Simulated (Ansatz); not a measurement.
Runs of Ansatz 0.2.0 on Cd3Se. It takes space group I4/mmm (No. 139, tetragonal). The conventional cell has a = 4.082 Å, b = 4.082 Å, c = 12.174 Å, α = 90.00°, β = 90.00°, γ = 90.00°. Cd (site symmetry 4/mmm) is surrounded by 4 Se at 2.89 Å. Cd (site symmetry -4m2) has 4 Cd at 2.89 Å as nearest neighbours. Se (site symmetry 4/mmm) is surrounded by 4 Cd at 2.89 Å. The cell comes from a database or a generator and needn't be the stable form of this composition.

```csv
level,gap on the mesh (eV),pressure (GPa),relaxed volume (Å³/atom)
PBEsol+D4,none,0.0,22.23
PBEsol+D3(BJ),none,0.0,21.64
PBEsol+D3(BJ)-ATM,none,0.0,21.85
PBEsol,none,0.0,(a)
```

Alike in all rows: task relaxation of cell and atoms; potentials or basis Ansatz PAW; no spin polarisation; cell relaxed; k mesh 9 × 9 × 9; cutoff (eV) 420; smearing fermi-dirac 0.05 eV.

**Question.** Fill in the values left out.

**Answer.** (a) 23.10.

Caveats: the plane-wave basis is chosen anew once the cell has moved, so the energies of steps on either side of that aren't comparable; the PAW data sets come from PBE, with cores solved anew for the run's functional, which leaves a small shift of forces and pressure; pairwise dispersion overbinds metals, which lowers pressure and volume (some runs).

A k mesh can miss the band edges, and the runs leave out spin-orbit coupling on Cd, Se.

A gap of «none» marks a metal or a gap under the smearing width.
